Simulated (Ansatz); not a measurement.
The system is Ta3AsAu2O13.

```
Ta As Au O
1.0
     5.88672    0.00000    0.00000
     2.19986    5.91413    0.00000
     1.85109    1.73865    7.56124
Ta As Au O
3 1 2 13
Cartesian
  3.5277 1.3160 4.4372
  8.4178 4.9827 5.7729
  1.3628 1.9465 1.4293
  2.4231 5.3064 0.2074
  3.4839 4.6592 2.8842
  6.1205 3.7050 4.3004
  2.5978 3.8074 1.2502
  5.5381 0.8840 0.8829
  5.2555 7.1547 6.3269
  8.6768 6.4960 6.9563
  6.8740 5.5793 4.1349
  3.0284 3.4459 4.4876
  3.9928 5.7779 1.3008
  5.2710 1.9508 4.6573
  3.4494 3.9716 7.1031
  2.8087 1.6387 2.7018
  3.9884 5.7860 4.4874
  6.7104 4.2028 6.1533
  6.0937 3.0477 2.3580
```

The cell was built by a generator and needn't be a form met in nature.

Program: Ansatz 0.2.0. Alike in all runs: cell as given; smearing fermi-dirac 0.05 eV. Hardware: 8 threads of Arm Neoverse V2, on a shared host.

Q: Order these runs on this cell by their wall time, lowest first.
A. task band structure; level r2SCAN; potentials or basis Ansatz PAW; spin SOC, no magnetisation; k mesh 4 × 4 × 3; cutoff (eV) 500; points for each segment of the path 10
B. task single point; level PBE; potentials or basis PseudoDojo standard (PBE files); spin off; k mesh 5 × 5 × 4; cutoff (eV) 1143
C. task single point; level PBE; potentials or basis Ansatz PAW; spin off; k mesh 5 × 5 × 4; cutoff (eV) 420

A: C (39 s), B (150 s), A (860 s).
